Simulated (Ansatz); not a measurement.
# P3C2: the cost of one run

Method: DFT PBE, scalar-relativistic, plane waves, PAW, in Ansatz 0.2.0.

1 further run of the same task is left out (it didn't finish).

## 1. The system as given

The structure is trigonal, space group R-3m (No. 166). The conventional cell has a = 3.280 Å, b = 3.280 Å, c = 23.858 Å, α = 90.00°, β = 90.00°, γ = 120.00°. P (site symmetry 3m) is surrounded by 3 C at 2.35 Å. P (site symmetry -3m) has 6 C at 2.30 Å as nearest neighbours. Around C (site symmetry 3m) lie 6 P at 2.30 to 2.35 Å.

Structure file:

```cif
data_structure
_symmetry_space_group_name_H-M 'P 1'
_symmetry_Int_Tables_number 1
_cell_length_a 8.1751
_cell_length_b 8.1751
_cell_length_c 8.1751
_cell_angle_alpha 23.148
_cell_angle_beta 23.148
_cell_angle_gamma 23.148
_cell_volume 74.12
loop_
_atom_site_label
_atom_site_type_symbol
_atom_site_fract_x
_atom_site_fract_y
_atom_site_fract_z
_atom_site_occupancy
P1 P 0.77942 0.77942 0.77942 1
P2 P 0.22058 0.22058 0.22058 1
P3 P 0.00000 0.00000 0.00000 1
C1 C 0.61192 0.61192 0.61192 1
C2 C 0.38808 0.38808 0.38808 1
```

A structure generator made this guess: species swapped into a database cell of Hf3N2 (R-3m, No. 166), with P on the Hf sites and C on the N sites. Lengths come from tabulated atomic sizes and are only a guess.

## 2. The guess as it stands, on a coarse mesh

The input, input.yaml:

```yaml
crystal:
  lattice:
    - [1.64022662, 0.94698528, 7.95266548]
    - [-1.64022662, 0.94698528, 7.95266548]
    - [0.0, -1.89397056, 7.95266548]
  atoms:
    - { symbol: P, position: [0.77941865, 0.77941865, 0.77941865] }
    - { symbol: P, position: [0.22058135, 0.22058135, 0.22058135] }
    - { symbol: P, position: [0.0, 0.0, 0.0] }
    - { symbol: C, position: [0.61191553, 0.61191553, 0.61191553] }
    - { symbol: C, position: [0.38808447, 0.38808447, 0.38808447] }
basis:
  ecutwfc: 420
kpoints:
  mp_grid: { grid: [6, 6, 6] }
hamiltonian:
  xc: pbe
scf:
  occupations: { method: gaussian, width: 0.1 }
  lower_state_search: "off"
output:
  forces: true
  stress: true
  eigenvalues: true
```

Started as:

```console
$ ansatz run input.yaml --threads 1 --pin off --max-ram 2560MiB --backend cpu --events-out ev --progress --plain --runs-dir out
```

What time and memory should one allow on 1 thread of Intel Xeon at 2.50GHz (Skylake/Cascade Lake), shared host?

About 6.3 s, with a peak of 0.35 GiB.
